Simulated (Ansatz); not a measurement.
# C₇H₁₂O: a ladder of functionals and wavefunction methods

How much do the methods differ for C₇H₁₂O? The plan is to run it at one geometry with functionals of several rungs and with coupled cluster, and see how far each lands from CCSD(T) at the basis-set limit for the atomisation energy.

Method: functionals in def2-TZVPP, the program's frozen cores in correlated methods; program: Ansatz 0.2.0, Gaussian basis.

The runs, in order: LDA (SPW92), PBE-D4, revPBE-D4, BLYP-D4, r2SCAN-D4, B97M-V, PBE0-D4, B3LYP-D4, r2SCANh-D4, r2SCAN0-D4, HSE06-D4, BHLYP-D4, CAM-B3LYP-D4, LC-ωPBE, ωB97X-V, ωB97M-V, B2PLYP, PBE-QIDH; CCSD(T)/def2-SVP; CCSD(T)/def2-TZVPP; MP2/def2-QZVPP; extrapolation to the limit; RPA on PBE.

### Step 1. The relaxed structure

An earlier PBE0-D4 in a triple-zeta def2 set relaxation fixed the geometry.

SMILES `COC1=CCCCC1`, 20 atoms, charge 0, spin multiplicity 1.

Atoms are counted from 1 here; the program's logs count them from 0.

Bond lengths: C1–O2 1.404 Å, C1–H9 1.089 Å, C1–H10 1.096 Å, C1–H11 1.096 Å, O2–C3 1.357 Å, C3–C4 1.335 Å, C3–C8 1.495 Å, C4–C5 1.499 Å, C4–H12 1.083 Å, C5–C6 1.521 Å, C5–H13 1.095 Å, C5–H14 1.099 Å, C6–C7 1.519 Å, C6–H15 1.096 Å, C6–H16 1.094 Å, C7–C8 1.521 Å, C7–H17 1.093 Å, C7–H18 1.096 Å and more. Angles: O2–C1–H9 106.5°, O2–C1–H10 111.3°, O2–C1–H11 111.4°, H9–C1–H10 109.5°, H9–C1–H11 109.3°, H10–C1–H11 108.8°, C1–O2–C3 117.3°, O2–C3–C4 125.6°, O2–C3–C8 110.6°, C4–C3–C8 123.8°, C3–C4–C5 122.5°, C3–C4–H12 120.4°, C5–C4–H12 117.2°, C4–C5–C6 112.4°, C4–C5–H13 109.5°, C4–C5–H14 109.8°, C6–C5–H13 109.8°, C6–C5–H14 109.6° and more.

### Step 2. LDA

This LDA is Slater exchange with PW92 correlation.

Contents of in.yaml:

```yaml
crystal:
  periodic: [false, false, false]
  atoms:
    - {symbol: C, position_ang: [-1.348265, -1.318160, 2.348914]}
    - {symbol: O, position_ang: [-0.362592, -0.359184, 2.066381]}
    - {symbol: C, position_ang: [-0.089932, -0.112456, 0.760644]}
    - {symbol: C, position_ang: [-0.656513, -0.725893, -0.280829]}
    - {symbol: C, position_ang: [-0.327814, -0.371944, -1.700280]}
    - {symbol: C, position_ang: [0.416374, 0.950500, -1.810288]}
    - {symbol: C, position_ang: [1.523593, 1.026931, -0.772500]}
    - {symbol: C, position_ang: [0.944701, 0.958329, 0.632055]}
    - {symbol: H, position_ang: [-1.440426, -1.357578, 3.433388]}
    - {symbol: H, position_ang: [-2.312789, -1.038592, 1.909838]}
    - {symbol: H, position_ang: [-1.062398, -2.307164, 1.972955]}
    - {symbol: H, position_ang: [-1.384867, -1.512378, -0.123202]}
    - {symbol: H, position_ang: [-1.250432, -0.329121, -2.289259]}
    - {symbol: H, position_ang: [0.273196, -1.172141, -2.154376]}
    - {symbol: H, position_ang: [-0.285683, 1.776294, -1.645744]}
    - {symbol: H, position_ang: [0.820813, 1.073420, -2.818797]}
    - {symbol: H, position_ang: [2.107931, 1.943350, -0.890250]}
    - {symbol: H, position_ang: [2.214545, 0.189328, -0.921711]}
    - {symbol: H, position_ang: [1.728029, 0.768297, 1.372029]}
    - {symbol: H, position_ang: [0.492517, 1.918168, 0.911041]}
basis:
  gaussian: {orbitals: def2-TZVPP}
hamiltonian: {xc: lda}
output: {orbitals: {seedname: orbitals}}
```

On the command line:

```bash
$ ansatz run in.yaml --threads 2 --pin off --events-out ev --progress --plain --max-ram 22528MiB --backend cuda --devices 0, --max-vram 18GiB
```

After this run come: PBE-D4 (GGA); revPBE-D4 (GGA); BLYP-D4 (GGA); r2SCAN-D4 (meta-GGA); B97M-V (meta-GGA); B3LYP-D4 (hybrid); r2SCANh-D4 (hybrid); r2SCAN0-D4 (hybrid); HSE06-D4 (hybrid); BHLYP-D4 (hybrid); CAM-B3LYP-D4 (range-separated); LC-ωPBE (range-separated); ωB97X-V (range-separated); ωB97M-V (range-separated); B2PLYP (double hybrid); PBE-QIDH (double hybrid); CCSD(T) in def2-SVP; CCSD(T) in def2-TZVPP; MP2 in def2-QZVPP; RPA on PBE orbitals.

Before running them: what should the planned runs give, taken together? Wanted: atomisation energy, CCSD(T)/CBS; farthest beyond LDA; mean size of error, GGA; mean size of error, meta-GGA; mean size of error, hybrid; mean size of error, range-separated; mean size of error, double hybrid; gap, smallest and largest; T1 diagnostic.

As calculated:

| quantity | value |
| --- | --- |
| atomisation energy, CCSD(T)/CBS | 2008.6 kcal/mol |
| functionals within 10.0 kcal/mol (0.5 %) | revPBE-D4, BLYP-D4, r2SCAN-D4, B97M-V, B3LYP-D4, r2SCANh-D4, LC-ωPBE, ωB97X-V, ωB97M-V, PBE-QIDH |
| farthest beyond LDA | PBE-D4 (+54.6 kcal/mol) |
| mean size of error, GGA | 21.8 kcal/mol |
| mean size of error, meta-GGA | 7.6 kcal/mol |
| mean size of error, hybrid | 19.3 kcal/mol |
| mean size of error, range-separated | 8.2 kcal/mol |
| mean size of error, double hybrid | 11.1 kcal/mol |
| gap, smallest and largest | 5.00 eV (LDA (SPW92)), 11.87 eV (LC-ωPBE) |
| T1 diagnostic | 0.0108 |
| triples share of the correlation energy | 4.1 % |

**Reading.** The LDA atomisation energy is off by 302.3 kcal/mol (15 %): it overbinds. PBE-D4 misses by +54.6 kcal/mol. Double hybrids carry the basis error of their MP2 part in triple zeta, and no dispersion term here, so their miss is partly the set-up's. The rungs meta-GGA, range-separated miss on average by less than the doubt on the reference (10.0 kcal/mol), so they tie. Misses under about 10.0 kcal/mol are within the doubt on the reference itself, which lacks core-valence correlation, relativity and higher excitations. Hartree-Fock recovers 74 % of the binding; the rest is correlation. CCSD(T) in def2-SVP is off by -72.2 kcal/mol, more than most functionals: a good method in a small basis is no reference. Orbital gaps span 5.0 to 11.9 eV; exact exchange widens them.
